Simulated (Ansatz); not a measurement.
# CH5ClGaNOSi: one species, many methods

The task here is to estimate one member of a computed series from the others.

The runs use Ansatz 0.2.0, Gaussian basis; functionals in def2-TZVPP, the program's frozen cores in correlated methods.

Levels to be run: LDA (SPW92), PBE-D4, revPBE-D4, BLYP-D4, r2SCAN-D4, B97M-V, PBE0-D4, B3LYP-D4, r2SCANh-D4, r2SCAN0-D4, HSE06-D4, BHLYP-D4, CAM-B3LYP-D4, LC-ωPBE, ωB97X-V, ωB97M-V, B2PLYP, PBE-QIDH; CCSD(T)/def2-SVP; CCSD(T)/def2-TZVPP; MP2/def2-QZVPP; extrapolation to the limit; RPA on PBE.

### The relaxed structure

An earlier PBE0-D4 in a triple-zeta def2 set relaxation fixed the geometry.

SMILES `[SiH3]O/C=[N]\[GaH][Cl]`, 11 atoms, charge 0, spin multiplicity 1.

Atoms are counted from 1 here; the program's logs count them from 0.

Bond lengths: Si1–O2 1.660 Å, Si1–H7 1.505 Å, Si1–H8 1.475 Å, Si1–H9 1.481 Å, O2–C3 1.366 Å, C3–N4 1.243 Å, C3–H10 1.093 Å, N4–Ga5 1.836 Å, Ga5–Cl6 2.148 Å, Ga5–H11 1.548 Å. Angles: O2–Si1–H7 111.5°, O2–Si1–H8 106.1°, O2–Si1–H9 110.6°, H7–Si1–H8 108.5°, H7–Si1–H9 107.2°, H8–Si1–H9 113.0°, Si1–O2–C3 121.9°, O2–C3–N4 127.6°, O2–C3–H10 109.2°, N4–C3–H10 123.2°, C3–N4–Ga5 135.4°, N4–Ga5–Cl6 113.6°, N4–Ga5–H11 125.0°, Cl6–Ga5–H11 119.8°.

Coordinates:

```
Si   -0.0383   -1.5100   -0.3376
O     1.1419   -0.5762   -1.0377
C     1.4448    0.6723   -0.5721
N     0.7764    1.3750    0.2052
Ga   -0.8979    1.2687    0.9519
Cl   -2.4145    2.2677   -0.1956
H    -1.3010   -0.7240   -0.1079
H    -0.3279   -2.5917   -1.2978
H     0.4103   -2.0124    0.9812
H     2.3994    0.9928   -0.9983
H    -1.1934    0.8378    2.4087
```

Set-up of the first run:

The input, in.yaml:

```yaml
crystal:
  periodic: [false, false, false]
  atoms:
    - {symbol: Si, position_ang: [-0.038257, -1.509997, -0.337622]}
    - {symbol: O, position_ang: [1.141902, -0.576175, -1.037691]}
    - {symbol: C, position_ang: [1.444803, 0.672277, -0.572121]}
    - {symbol: N, position_ang: [0.776396, 1.374973, 0.205225]}
    - {symbol: Ga, position_ang: [-0.897904, 1.268722, 0.951886]}
    - {symbol: Cl, position_ang: [-2.414473, 2.267671, -0.195594]}
    - {symbol: H, position_ang: [-1.300985, -0.724022, -0.107863]}
    - {symbol: H, position_ang: [-0.327880, -2.591662, -1.297801]}
    - {symbol: H, position_ang: [0.410337, -2.012432, 0.981181]}
    - {symbol: H, position_ang: [2.399434, 0.992838, -0.998280]}
    - {symbol: H, position_ang: [-1.193362, 0.837806, 2.408669]}
basis:
  gaussian: {orbitals: def2-TZVPP}
hamiltonian: {xc: lda}
output: {orbitals: {seedname: orbitals}}
```

The run is started by

```bash
$ ansatz run in.yaml --threads 2 --pin off --events-out ev --progress --plain --max-ram 22528MiB --backend cuda --devices 0, --max-vram 18GiB
```

Among the steps run: LDA; PBE-D4 (GGA); revPBE-D4 (GGA); BLYP-D4 (GGA); r2SCAN-D4 (meta-GGA); B97M-V (meta-GGA); PBE0-D4 (hybrid); B3LYP-D4 (hybrid); r2SCANh-D4 (hybrid); r2SCAN0-D4 (hybrid); HSE06-D4 (hybrid); BHLYP-D4 (hybrid); CAM-B3LYP-D4 (range-separated); LC-ωPBE (range-separated); ωB97X-V (range-separated); ωB97M-V (range-separated); B2PLYP (double hybrid); PBE-QIDH (double hybrid).

One table of the session follows, with a row left open; its other results are not shown here.

It belongs to the step «Orbital energies across the functionals». 

| functional | HOMO (eV) | gap (eV) |
| --- | --- | --- |
| LDA (SPW92) | -6.52 | 4.41 |
| PBE-D4 | -6.33 | 4.52 |
| revPBE-D4 | ? | ? |
| BLYP-D4 | -6.19 | 4.52 |
| r2SCAN-D4 | -6.59 | 5.02 |
| B97M-V | -6.68 | 5.03 |
| PBE0-D4 | -7.63 | 6.63 |
| B3LYP-D4 | -7.40 | 6.20 |
| r2SCANh-D4 | -7.08 | 5.81 |
| r2SCAN0-D4 | -7.83 | 6.99 |
| HSE06-D4 | -7.23 | 5.87 |
| BHLYP-D4 | -8.87 | 8.78 |
| CAM-B3LYP-D4 | -9.00 | 9.00 |
| LC-ωPBE | -10.34 | 11.44 |
| ωB97X-V | -10.00 | 11.03 |
| ωB97M-V | -9.91 | 10.74 |

**Question.** Estimate the row for revPBE-D4.

As computed: HOMO (eV): -6.26; gap (eV): 4.57. In the column «HOMO (eV)» it lies between PBE-D4 (-6.33) and BLYP-D4 (-6.19).
